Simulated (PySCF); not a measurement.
**KCa+: from the state search to spectroscopic constants**

Aim: find the lowest electronic state of KCa+, scan its bond at several levels of theory, and get bond length, wavenumber and dissociation energy from each curve.

Program: PySCF 2.14.0. Level of theory: K 3-21G, Ca 3-21G, no relativity. These are calculated values, not measurements.

**1. Input**

The job is set up so:

```yaml
atoms: K, Ca
charge: 1
basis: K 3-21G, Ca 3-21G
Hamiltonian: no relativity
basis_functions: 34
electrons_treated: 38
masses_in_u: 38.9637, 39.9626
levels: PBE0, PBE, r²SCAN, B3LYP, M06-L, PBEsol, HSE06, HF, MP2, SCS-MP2, CCSD, CCSD(T)
grid: 80 radial by 434 angular points
occupations: held fixed by the projection of orbital angular momentum
dissociation_limit: K+ + Ca, each in its ground configuration
starting_distance_in_angstrom: 3.635
values_of_2S_to_try: 0, 2
```

Run with:

```sh
OMP_NUM_THREADS=1 python dia.py task.json out
```

After this run come: First curve: PBE0; Higher solutions at PBE0; PBE; r²SCAN (meta-GGA); B3LYP (global hybrid GGA); M06-L (meta-GGA); PBEsol; HSE06 (range-separated hybrid); RHF (mean field); Correlated methods on the Hartree–Fock reference.

Q: Predict the outcome of this session. Wanted: for each run, Re; ωe; De; μ.

As calculated:

Lowest PBE0 solution found, without spin–orbit coupling: ¹Σ⁺ (singlet), closed shell. State 2 has its PBE0 minimum 1.34 eV higher. The other levels ran on the lowest alone.

| level | Re (Å) | ωe (cm⁻¹) | De (eV) | μ (D) |
| --- | --- | --- | --- | --- |
| RHF | 4.414 | 77.3 | 0.400 | -4.23 |
| RHF-MP2 | 4.436 | 76.1 | 0.375 | n/a |
| RHF-SCS-MP2 | 4.443 | 75.6 | 0.368 | n/a |
| RHF-CCSD | 4.476 | 73.7 | 0.322 | n/a |
| RHF-CCSD(T) | 4.475 | 73.8 | 0.322 | n/a |
| PBE | 4.198 | 85.0 | 0.53 | -3.40 |
| PBEsol | 4.187 | 84.6 | 0.52 | -3.50 |
| r²SCAN | 4.296 | 81.7 | 0.439 | -3.99 |
| M06-L | 4.468 | 71.5 | 0.383 | -5.58 |
| B3LYP | 4.213 | 83.0 | 0.481 | -3.73 |
| PBE0 | 4.211 | 85.8 | 0.50 | -3.51 |
| HSE06 | 4.214 | 85.1 | 0.50 | -3.55 |

De is counted to K+ + Ca in their ground configurations. A positive dipole points from K to Ca; in an ion it is taken about the centre of mass and does not tell which atom is negative.

In words: The methods spread over 0.289 Å in bond length, from PBEsol to RHF-CCSD. CCSD(T) can't serve as the judge here: for a weak bond in this basis it is far from its limit. Of the levels with a De here, RHF-CCSD gives the least (0.322 eV) and PBE the most (0.53 eV).

Correlated steps freeze 10 core orbitals. The basis is very small, so these numbers show the basis as much as the molecule.
